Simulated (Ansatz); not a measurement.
A nudged elastic band was laid between two geometries of a periodic cell of 63 atoms, Si (host Si, host structure diamond, one Si atom removed), cell charge +2.

Level of theory: DFT PBE, scalar-relativistic, plane waves, PAW in Ansatz 0.2.0. Settings: PAW set soft_1, cutoff 420 eV, k mesh 1x1x1, gaussian smearing 0.05 eV, no spin polarisation.

```
movable images  : 5
climbing image  : yes
spring          : 2.0 to 10.0 eV/Å², energy-weighted
optimiser       : quadratic models (default)
start path      : IDPP
force threshold : 0.05 eV/Å
iteration limit : 80
end points      : relaxed
```

Initial state:

```xyz
63
Lattice="10.8600 0.0000 0.0000 0.0000 10.8600 0.0000 0.0000 0.0000 10.8600" Properties=species:S:1:pos:R:3
Si 5.431 0.005 0.002
Si 6.789 1.365 1.351
Si 8.145 2.720 0.000
Si 9.500 4.075 1.352
Si 8.123 0.022 2.732
Si 9.507 1.358 4.071
Si 0.001 0.004 0.001
Si 1.350 1.345 1.367
Si 2.715 2.719 0.001
Si 4.080 4.094 1.367
Si 5.429 5.435 0.000
Si 6.769 6.785 1.367
Si 8.145 8.150 0.003
Si 9.520 9.515 1.368
Si 2.716 0.005 2.717
Si 4.065 1.364 4.076
Si 5.445 2.698 2.733
Si 6.784 4.081 4.070
Si 8.167 5.420 2.732
Si 9.501 6.799 4.076
Si 5.447 0.022 5.409
Si 6.789 1.362 6.788
Si 9.504 4.078 6.791
Si 8.168 0.021 8.129
Si 9.501 1.363 9.512
Si 0.000 5.433 0.002
Si 1.359 6.792 1.357
Si 2.715 8.150 0.002
Si 4.072 9.506 1.358
Si -0.015 2.742 2.733
Si 1.365 4.076 4.077
Si 2.714 5.435 2.717
Si 4.079 6.784 4.060
Si 5.429 8.150 2.718
Si 6.790 9.500 4.075
Si -0.015 0.020 5.454
Si 1.366 1.364 6.788
Si 2.715 2.720 5.432
Si 4.066 4.075 6.789
Si 5.446 5.418 5.455
Si 6.790 6.800 6.788
Si 8.146 8.150 5.431
Si 9.502 9.499 6.788
Si 2.717 0.005 8.147
Si 4.082 1.346 9.496
Si 5.449 2.740 8.130
Si 6.789 4.077 9.511
Si 8.124 5.419 8.131
Si 9.518 6.784 9.498
Si 0.001 8.148 2.717
Si 1.351 9.514 4.058
Si -0.017 5.419 5.410
Si 1.348 6.785 6.806
Si 2.715 8.150 5.433
Si 4.083 9.515 6.805
Si -0.016 2.697 8.131
Si 1.350 4.093 9.496
Si 2.716 5.435 8.147
Si 4.071 6.795 9.505
Si 5.432 8.149 8.147
Si 6.773 9.515 9.496
Si 0.000 8.150 8.149
Si 1.361 9.506 9.506
```

Final state:

Only the atoms that move by more than 0.05 Å are listed.
```
Si6 8.146 2.714 5.429
```

(1) Which bonds break or form, and what moves?

(2) What energy profile does the band end with?

(3) What is the geometry of the highest image?

Answers

(1) The atom that moves furthest is Si6, by 2.35 Å; four of its nearest neighbours are Si36 2.34, Si30 2.34, Si5 2.34, Si14 3.82 Å at the first end and Si23 2.35, Si18 2.35, Si22 2.35, Si48 3.83 Å at the last.

(2) It converged. The highest image is number 3 of 0 to 6, 0.46 eV above the ends, which have the same energy within 2 meV. By the program's own check the climbing image is a first-order saddle point (lowest curvatures found: -1.59 and 1.31 eV/Å²). Limits of this set-up: coarse k mesh, no spin, though dangling bonds at a vacancy may carry it, a typed lattice constant that wasn't relaxed here, charged cell in a uniform background, uncorrected.

```csv
image,path coordinate (Å),energy (eV),Si5–Si6 (Å),Si6–Si30 (Å),Si6–Si36 (Å)
0,0.00,0.00,2.34,2.34,2.34
1,0.65,0.18,2.44,2.44,2.44
2,1.03,0.38,2.56,2.57,2.57
3,1.36,0.46,2.74,2.75,2.77
4,1.68,0.38,3.00,3.01,3.04
5,2.06,0.18,3.32,3.33,3.36
6,2.70,0.00,3.84,3.84,3.84
```

(3) 
```xyz
63
Lattice="10.8600 0.0000 0.0000 0.0000 10.8600 0.0000 0.0000 0.0000 10.8600" Properties=species:S:1:pos:R:3
Si 5.423 -0.021 0.002
Si 6.782 1.365 1.362
Si 8.146 2.716 -0.001
Si 9.498 4.079 1.362
Si 8.129 0.158 2.873
Si 8.817 2.041 4.744
Si -0.018 0.021 0.037
Si 1.265 1.386 1.452
Si 2.695 2.716 0.021
Si 4.074 4.098 1.351
Si 5.443 5.419 -0.032
Si 6.766 6.788 1.351
Si 8.147 8.169 0.023
Si 9.476 9.600 1.454
Si 2.683 0.020 2.732
Si 4.071 1.362 4.073
Si 5.434 2.712 2.709
Si 6.946 3.917 4.056
Si 8.151 5.428 2.709
Si 9.500 6.792 4.073
Si 5.435 0.000 5.426
Si 6.938 1.346 6.640
Si 9.516 3.929 6.643
Si 8.152 -0.001 8.139
Si 9.501 1.361 9.507
Si 0.024 5.439 0.002
Si 1.344 6.822 1.372
Si 2.715 8.147 0.000
Si 4.040 9.518 1.371
Si -0.152 2.733 2.870
Si 1.352 4.080 4.080
Si 2.712 5.439 2.695
Si 4.096 6.767 4.075
Si 5.423 8.150 2.695
Si 6.781 9.510 4.079
Si -0.143 0.145 5.444
Si 1.352 1.367 6.790
Si 2.719 2.717 5.429
Si 4.108 4.057 6.770
Si 5.527 5.336 5.403
Si 6.805 6.755 6.770
Si 8.145 8.144 5.429
Si 9.496 9.510 6.789
Si 2.711 -0.019 8.153
Si 4.091 1.360 9.485
Si 5.521 2.691 8.057
Si 6.804 4.058 9.471
Si 8.171 5.345 8.059
Si 9.503 6.774 9.487
Si -0.018 8.181 2.733
Si 1.272 9.591 4.098
Si 0.002 5.427 5.425
Si 1.364 6.787 6.811
Si 2.700 8.162 5.431
Si 4.075 9.499 6.811
Si 0.002 2.710 8.139
Si 1.365 4.095 9.499
Si 2.748 5.417 8.130
Si 4.072 6.790 9.502
Si 5.445 8.115 8.131
Si 6.767 9.498 9.499
Si 0.022 8.151 8.152
Si 1.342 9.521 9.537
```

Run time: 4.9 min on 4 threads of Arm Neoverse V1, with other jobs on the host, peak memory 3.6 GiB.
